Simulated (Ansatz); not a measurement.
# CrClO: properties at the relaxed cell

An exercise on one series of results from a longer session: the logs are not shown, and one member is left open.

Program: Ansatz 0.2.0. Level of theory: DFT PBEsol, scalar-relativistic, plane waves, PAW. These are calculated values, not measurements.

### The structure to begin with

Symmetry: Pmmn, No. 59, orthorhombic system. The conventional cell has a = 3.161 Å, b = 3.833 Å, c = 8.113 Å, α = 90.00°, β = 90.00°, γ = 90.00°. Cr (site symmetry mm2) is surrounded by 4 O at 1.96 to 2.01 Å and 2 Cl at 2.31 Å. Cl (site symmetry mm2) has 2 Cr at 2.31 Å in its first shell of neighbours. O (site symmetry mm2) is surrounded by 4 Cr at 1.96 to 2.01 Å.

As a file:

```cif
data_structure
_symmetry_space_group_name_H-M 'P 1'
_symmetry_Int_Tables_number 1
_cell_length_a 3.1608
_cell_length_b 3.8331
_cell_length_c 8.1131
_cell_angle_alpha 90.000
_cell_angle_beta 90.000
_cell_angle_gamma 90.000
_cell_volume 98.30
loop_
_atom_site_label
_atom_site_type_symbol
_atom_site_fract_x
_atom_site_fract_y
_atom_site_fract_z
_atom_site_occupancy
Cr1 Cr 0.00000 0.00000 0.10366 1
Cr2 Cr 0.50000 0.50000 0.89634 1
Cl1 Cl 0.00000 0.50000 0.68941 1
Cl2 Cl 0.50000 0.00000 0.31059 1
O1 O 0.50000 0.00000 0.94969 1
O2 O 0.00000 0.50000 0.05031 1
```

It goes back to an entry of the Materials Project.

This cell was relaxed beforehand with the same method: volume 16.38 Å³/atom, gap on the mesh 0.59 eV, site moments up to 2.4 μB.

The first run:

Input file input.yaml:

```yaml
crystal:
  lattice:
    - [3.1288960203, 0.0, 0.0]
    - [0.0, 3.7943938405, 0.0]
    - [0.0, 0.0, 8.0311834134]
  atoms:
    - { symbol: Cr, position: [0.0, 0.0, 0.103658148], spin: 2.61 }
    - { symbol: Cr, position: [0.5, 0.5, 0.896341852], spin: 2.61 }
    - { symbol: Cl, position: [0.0, 0.5, 0.6894093233] }
    - { symbol: Cl, position: [0.5, 0.0, 0.3105906767] }
    - { symbol: O, position: [0.5, 0.0, 0.9496868897] }
    - { symbol: O, position: [0.0, 0.5, 0.0503131103] }
basis:
  ecutwfc: 420
kpoints:
  mp_grid: { grid: [12, 10, 6] }
hamiltonian:
  xc: pbesol
scf:
  occupations: { method: gaussian, width: 0.02 }
output:
  forces: true
  stress: true
  eigenvalues: true
  populations: true
  write_density: true
  write_potential: true
  elf: true
  volumetric_format: npy
magnetization:
  spin_polarized: true
relax:
  adjacent_minimum: "off"
  f_tol: 0.01
  max_steps: 30
  cell: { stress_tol: 0.1, fix: [volume] }
```

Command:

```console
> ansatz run input.yaml --threads 2 --pin off --max-ram 5120MiB --backend cpu --events-out ev --progress --plain --runs-dir out
```

Among the steps run: Volume × 0.97; Point at V/V0 = 1.03; Volume × 0.94; Volume × 1.06.

One table of the session follows, with a row left open; its other results are not shown here.

It belongs to the step «Equation of state». 

| volume (Å³/atom) | energy above the lowest point (meV/atom) | pressure (GPa) | gap on the mesh (eV) |
| --- | --- | --- | --- |
| 15.400 | 2.5 | 1.04 | 0.56 |
| 15.891 | ? | ? | ? |
| 16.383 | 0.0 | 0.02 | 0.59 |
| 16.874 | 0.1 | -0.16 | 0.60 |
| 17.366 | 0.4 | -0.19 | 0.61 |

Q: Estimate the row for volume (Å³/atom) = 15.891 from the others.

Worked estimate for «energy above the lowest point (meV/atom)». A straight line through the neighbours (15.400, 2.5) and (16.383, 0.0) gives 2.5 + (0.0 − 2.5) × (15.891 − 15.400) / (16.383 − 15.400) = 1.3; a parabola fitted to 3 rows on both sides gives 0.8.

**Answer.** energy above the lowest point (meV/atom): 0.5; pressure (GPa): 0.41; gap on the mesh (eV): 0.57. In «energy above the lowest point (meV/atom)» the line misses by +0.8 and the parabola by +0.3.

To keep in mind: Layers here are held mostly by dispersion, which this level lacks, so their spacing and the stiffness across them are unreliable there.
